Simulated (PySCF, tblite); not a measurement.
**C₅H₁₂BO₂−: geometry, infrared bands and NMR shifts**

Wanted: the infrared bands and NMR shifts of C₅H₁₂BO₂− (`CCC[BH-]1OCCO1`), by calculation.

The runs use tblite 0.8.0 and PySCF 2.14.0, with density-fitted response routines of our own; the level of theory stands in each step. All values are computed, except where a source is named. Atoms are numbered from 0 throughout.

**1. Starting geometry**

20 atoms, charge -1, multiplicity 1; geometry from: force field or distance geometry start.

Bonds of the start (Å): C0–C1 1.51, C1–C2 1.53, C2–B3 1.61, B3–O4 1.47, O4–C5 1.39, C5–C6 1.51, C6–O7 1.39, O7–B3 1.49, C0–H8 1.11, C0–H9 1.11, C0–H10 1.12, C1–H11 1.11, C1–H12 1.13, C2–H13 1.11, C2–H14 1.12, B3–H15 1.18, C5–H16 1.11, C5–H17 1.12, C6–H18 1.12, C6–H19 1.12.

**2. Optimising the geometry with GFN2-xTB**

Job settings and geometry (Å):

```
{"job": {"kind": "relax", "xc": "GFN2-xTB", "basis": "xTB"}, "charge": -1, "multiplicity": 1}
C     -2.791400    -0.821400    -0.034800
C     -1.297500    -0.584100    -0.098700
C     -0.959500     0.896100    -0.272200
B      0.617500     1.193900    -0.319400
O      1.246700     0.457500    -1.428000
C      2.167400    -0.397200    -0.839300
C      2.371300     0.061100     0.588300
O      1.245500     0.784100     0.972200
H     -3.271900    -0.482100    -0.976900
H     -3.010500    -1.902600     0.103000
H     -3.246700    -0.267200     0.819500
H     -0.878800    -1.179700    -0.933500
H     -0.846100    -0.959600     0.866600
H     -1.406200     1.485300     0.556300
H     -1.415200     1.270400    -1.226300
H      0.787700     2.357500    -0.454100
H      3.133700    -0.362000    -1.391600
H      1.775100    -1.441300    -0.859400
H      2.501400    -0.812200     1.272100
H      3.272500     0.714000     0.676900
```

Run with:

```bash
$ OMP_NUM_THREADS=1 python probes_run.py task.json out
```

The driver reads the jobs from task.json and runs them one after another.

Output:

```text
step      E/eV     max force
  0    -719.51448    1.228
  1    -719.64006    0.817
  2    -719.68576    0.515
  3    -719.71193    0.322
  4    -719.72966    0.285
  5    -719.74281    0.213
  6    -719.75132    0.184
  7    -719.75532    0.157
  8    -719.75771    0.108
  9    -719.75973    0.104
 10    -719.76141    0.106
 11    -719.76244    0.067
 12    -719.76303    0.070
 13    -719.76352    0.056
 14    -719.76397    0.042
 15    -719.76436    0.040
 16    -719.76471    0.046
 17    -719.76509    0.048
 18    -719.76550    0.045
 19    -719.76588    0.039
 20    -719.76614    0.033
 21    -719.76631    0.022
 22    -719.76642    0.022
 23    -719.76650    0.018
 24    -719.76656    0.015
 25    -719.76661    0.015
 26    -719.76667    0.019
 27    -719.76672    0.018
 28    -719.76679    0.019
 29    -719.76686    0.020
 30    -719.76694    0.023
 31    -719.76703    0.025
 32    -719.76714    0.025
 33    -719.76728    0.027
 34    -719.76743    0.028
 35    -719.76756    0.024
 36    -719.76766    0.022
 37    -719.76774    0.025
 38    -719.76780    0.022
 39    -719.76784    0.018
 40    -719.76786    0.011
 41    -719.76787    0.008
```

Run time: 0.19 s. Hardware: 1 thread of Arm Neoverse V2, shared host.

Relaxation path: (not every step is listed)

```csv
step,energy from step 0 (eV),largest force (eV/Å)
0,0.0000,1.2280
1,-0.1256,0.8168
2,-0.1713,0.5150
3,-0.1975,0.3224
4,-0.2152,0.2847
5,-0.2283,0.2134
6,-0.2368,0.1844
7,-0.2408,0.1569
8,-0.2432,0.1079
10,-0.2469,0.1065
12,-0.2485,0.0700
14,-0.2495,0.0419
16,-0.2502,0.0461
18,-0.2510,0.0454
20,-0.2517,0.0334
22,-0.2519,0.0224
24,-0.2521,0.0153
26,-0.2522,0.0191
28,-0.2523,0.0190
30,-0.2525,0.0229
32,-0.2527,0.0254
34,-0.2529,0.0284
36,-0.2532,0.0216
37,-0.2533,0.0246
38,-0.2533,0.0220
39,-0.2534,0.0184
40,-0.2534,0.0112
41,-0.2534,0.0078
```

Close pairs (by a distance rule), those that changed most:

```csv
bond,before (Å),after (Å),change (Å)
B3–O4,1.472,1.527,+0.055
C2–B3,1.606,1.653,+0.047
B3–H15,1.184,1.223,+0.039
C1–H12,1.130,1.092,-0.038
B3–O7,1.494,1.522,+0.029
C5–C6,1.513,1.540,+0.027
C2–H14,1.122,1.095,-0.027
C0–H10,1.115,1.090,-0.026
```

The end geometry stands in the next job.

**3. Infrared spectrum with GFN2-xTB**

Job settings and geometry (Å):

```
{"job": {"kind": "ir", "xc": "GFN2-xTB", "basis": "xTB"}, "charge": -1, "multiplicity": 1}
C     -2.821536    -0.853078    -0.030844
C     -1.323449    -0.556857    -0.103224
C     -1.006255     0.921930    -0.284321
B      0.615093     1.242856    -0.300702
O      1.338805     0.493172    -1.417089
C      2.190464    -0.421493    -0.840750
C      2.407490     0.048037     0.609759
O      1.260304     0.713629     0.972678
H     -3.317897    -0.531419    -0.946585
H     -3.011643    -1.920464     0.103892
H     -3.274233    -0.317941     0.803843
H     -0.888593    -1.112573    -0.937318
H     -0.842064    -0.902054     0.814420
H     -1.475899     1.485608     0.528353
H     -1.459572     1.271920    -1.217673
H      0.821490     2.440232    -0.436012
H      3.142392    -0.473656    -1.401471
H      1.747958    -1.442243    -0.838252
H      2.598771    -0.796187     1.296317
H      3.293226     0.721258     0.645581
```

Output:

```text
mode    cm-1     km/mol
  1      50.4      6.29
  2      60.7      0.70
  3      87.3      0.85
  4     140.6      3.66
  5     165.0      0.49
  6     228.0      0.08
  7     267.7      3.65
  8     298.3      1.10
  9     532.4      3.52
 10     614.0     15.80
 11     620.4     14.68
 12     680.8     31.15
 13     722.0     39.89
 14     769.5     52.19
 15     849.9      3.31
 16     858.8     39.94
 17     900.6     10.86
 18     948.6     23.02
 19     955.5      2.69
 20     988.4     38.43
 21    1031.5    114.04
 22    1056.9     55.89
 23    1084.1    279.61
 24    1103.9     68.11
 25    1114.9     58.34
 26    1145.5    167.93
 27    1148.3     36.49
 28    1204.5      0.48
 29    1214.4     20.91
 30    1235.2      0.12
 31    1248.9      1.01
 32    1285.8      5.77
 33    1306.2     52.11
 34    1323.6     14.73
 35    1333.4     12.66
 36    1396.9      1.34
 37    1493.1     13.00
 38    1500.3     13.09
 39    1510.4      4.64
 40    1511.1     23.91
 41    1514.8      0.10
 42    1520.2      0.15
 43    2127.8    559.20
 44    2659.3      9.08
 45    2682.7    430.64
 46    2778.8    159.83
 47    2795.4    256.97
 48    2920.1    124.97
 49    2940.5     92.91
 50    2958.2     90.32
 51    2960.5     71.00
 52    2975.8     80.03
 53    2994.8    129.62
 54    3003.8     75.21
```

Run time: 0.5 s. Hardware: 1 thread of Arm Neoverse V2, shared host.

The strongest bands and the atoms that carry them (share of the mass-weighted mode):

```csv
cm⁻¹,km/mol,atoms
1084,279.6,"H15 23 %, C1 19 %, B3 15 %"
1146,167.9,"H15 15 %, C2 15 %, C1 11 %"
2128,559.2,H15 94 %
2683,430.6,"H17 45 %, H19 41 %"
2779,159.8,"H16 75 %, H18 11 %"
2795,257.0,H18 76 %
2920,125.0,"H14 48 %, H13 41 %"
2995,129.6,"H8 52 %, H10 33 %"
```

**4. NMR shieldings: PBE0/pcSseg-1**

The job, as its differences from that of step 3:

```diff
@@ -1,2 +1,2 @@
-{"job": {"kind": "ir", "xc": "GFN2-xTB", "basis": "xTB"}, "charge": -1, "multiplicity": 1}
+{"job": {"kind": "nmr", "xc": "PBE0", "basis": "pcSseg-1"}, "charge": -1, "multiplicity": 1}
 C     -2.821536    -0.853078    -0.030844
```

Level: GIAO PBE0/pcSseg-1 NMR shielding, non-relativistic, gas phase.

Output:

```text
coarse grid: 16128 points
cycle   1  E = -372.3837245189  dE =  8.659e-01  |g| = 9.786e-01  |ddm| = 3.754e+00
cycle   2  E = -372.0846321302  dE =  2.991e-01  |g| = 1.586e+00  |ddm| = 3.965e+00
cycle   3  E = -372.5950057162  dE = -5.104e-01  |g| = 1.233e-01  |ddm| = 2.840e+00
cycle   4  E = -372.5972779256  dE = -2.272e-03  |g| = 6.637e-02  |ddm| = 1.407e-01
cycle   5  E = -372.5983256086  dE = -1.048e-03  |g| = 9.618e-03  |ddm| = 6.548e-02
cycle   6  E = -372.5983443167  dE = -1.871e-05  |g| = 2.525e-03  |ddm| = 1.106e-02
cycle   7  E = -372.5983457408  dE = -1.424e-06  |g| = 6.652e-04  |ddm| = 2.693e-03
final grid: 154128 points
cycle   8  E = -372.6662106266  dE = -5.713e-05  |g| = 1.261e-02  |ddm| = 3.194e-02
cycle   9  E = -372.6661827177  dE =  2.791e-05  |g| = 1.765e-02  |ddm| = 2.180e-02
cycle  10  E = -372.6662420697  dE = -5.935e-05  |g| = 1.423e-03  |ddm| = 1.353e-02
cycle  11  E = -372.6662425073  dE = -4.376e-07  |g| = 2.018e-04  |ddm| = 2.022e-03
cycle  12  E = -372.6662425159  dE = -8.562e-09  |g| = 7.030e-05  |ddm| = 2.761e-04
cycle  13  E = -372.6662425170  dE = -1.119e-09  |g| = 2.019e-05  |ddm| = 8.188e-05
cycle  14  E = -372.6662425171  dE = -8.151e-11  |g| = 6.682e-06  |ddm| = 2.333e-05
converged SCF energy = -372.6662425171

GIAO shielding tensors (ppm)
atom      isotropic    diamagn.    paramagn.     s11        s22        s33       span
  0 C      163.458     246.132     -82.674    148.317    154.786    187.272     38.955
  1 C      164.057     248.155     -84.098    154.401    168.396    169.374     14.973
  2 C      151.181     250.409     -99.228    134.696    144.630    174.218     39.522
  3 B       95.079     181.972     -86.893     81.749     96.581    106.906     25.156
  4 O      294.691     399.094    -104.403    245.348    269.999    368.727    123.379
  5 C      114.094     244.008    -129.914     85.595    102.434    154.252     68.657
  6 C      114.216     242.362    -128.146     80.360    105.352    156.935     76.575
  7 O      289.479     399.529    -110.050    249.666    254.549    364.223    114.557
  8 H       31.115      29.864       1.251     27.555     29.246     36.544      8.989
  9 H       30.693      29.229       1.464     25.879     28.300     37.900     12.021
 10 H       31.180      30.107       1.073     27.649     29.371     36.519      8.870
 11 H       30.554      33.547      -2.993     24.604     32.218     34.839     10.234
 12 H       30.289      33.751      -3.462     24.153     31.919     34.796     10.642
 13 H       31.743      33.692      -1.949     28.839     30.630     35.759      6.919
 14 H       31.680      33.431      -1.751     28.843     30.440     35.757      6.914
 15 H       28.140      30.035      -1.895     26.127     26.703     31.590      5.463
 16 H       27.815      28.662      -0.847     24.149     25.667     33.629      9.480
 17 H       27.658      31.322      -3.664     23.301     26.076     33.597     10.296
 18 H       27.785      29.703      -1.917     24.261     25.839     33.257      8.995
 19 H       27.657      28.089      -0.432     22.409     25.724     34.837     12.428
```

Run time: 24 s. Hardware: 1 thread of Arm Neoverse V2, shared host; peak memory 0.86 GiB.

Shifts follow as δ = σ(reference) − σ, with reference shieldings (ppm) from runs at the same level and on the same kind of geometry: 1H TMS 31.72, 13C TMS 186.9, 17O H2O 336.1, 11B BF3·OEt2 100.1. The references are single molecules in the gas phase, so shifts against H2O, NH3, PH3, H3PO4 or CFCl3 are not on the usual liquid scales and can be off by tens of ppm. Atoms listed in one row are averaged.

```csv
atoms,environment,σ (ppm),δ (ppm)
"C5, C6",sp3 CH2 bonded to O,114.2,72.8
C2,sp3 CH2 bonded to B,151.2,35.7
C0,methyl carbon,163.5,23.5
C1,sp3 CH2,164.1,22.9
"H17, H18",hydrogen on an sp3 CH2 bonded to O,27.72,4.00
"H16, H19",hydrogen on an sp3 CH2 bonded to O,27.74,3.98
H15,"hydrogen on a boron bonded to C, 2 O, in a 5-membered ring",28.14,3.58
"H11, H12",hydrogen on an sp3 CH2,30.42,1.30
"H8, H9, H10",hydrogen on a methyl carbon,31.00,0.72
"H13, H14",hydrogen on an sp3 CH2 bonded to B,31.71,0.01
B3,"boron bonded to C, 2 O, H, in a 5-membered ring",95.1,5.0
"O4, O7","oxygen bonded to C, B, in a 5-membered ring",292.1,44.0
```

The run also stored atomic charges by several schemes (e):

```csv
atoms,Mulliken,IAO,Hirshfeld,ESP fit
C0,-0.24,-0.41,-0.13,-0.57
C1,-0.31,-0.24,-0.08,0.44
C2,-0.40,-0.39,-0.17,-0.53
B3,0.64,0.19,0.05,0.63
"O4, O7",-0.61,-0.52,-0.26,-0.59
"C5, C6",0.05,-0.05,-0.03,0.20
```

Mayer bond orders: C0–C1 1.06, C1–C2 1.05, C2–B3 0.84, B3–O4 0.83, O4–C5 1.03, C5–C6 1.02, C6–O7 1.02, O7–B3 0.82.

Ring of atoms B3, O4, C5, C6, O7: NICS(0) -7.7, NICS(1) -2.5, NICS(1)zz -7.1 ppm (means of both faces).

**5. Summary of results**

```
                                                               quantity                                   value
                              strongest single infrared mode (GFN2-xTB)                   2128 cm⁻¹, 559 km/mol
                                           zero-point energy (GFN2-xTB)                          104.1 kcal/mol
13C shifts against TMS (PBE0/pcSseg-1, means over atoms taken as alike)              72.8, 35.7, 23.5, 22.9 ppm
 1H shifts against TMS (PBE0/pcSseg-1, means over atoms taken as alike)  4.00, 3.98, 3.58, 1.30, 0.72, 0.01 ppm
                            11B shifts against BF3·OEt2 (PBE0/pcSseg-1)                                 5.0 ppm
17O shifts against H2O (PBE0/pcSseg-1, means over atoms taken as alike)                                44.0 ppm
```

What this shows: Over 41 steps the energy fell by 0.253 eV; of the close pairs, B3–O4 changed most, 1.472 to 1.527 Å. All 54 modes are real, so the xTB geometry is a minimum. The strongest single mode, at 2128 cm⁻¹, moves mainly H15. GFN2-xTB is a fitted tight-binding method: band positions and strengths are rough. Its intensities can rank the bands wrongly. C5, C6 (mean) (sp3 CH2 bonded to O) lies farthest downfield among carbon, at 72.8 ppm; pulled downfield by the heteroatom. At PBE0/pcSseg-1: The largest span, 119 ppm, is at O4, O7, where the paramagnetic term is -107 ppm.
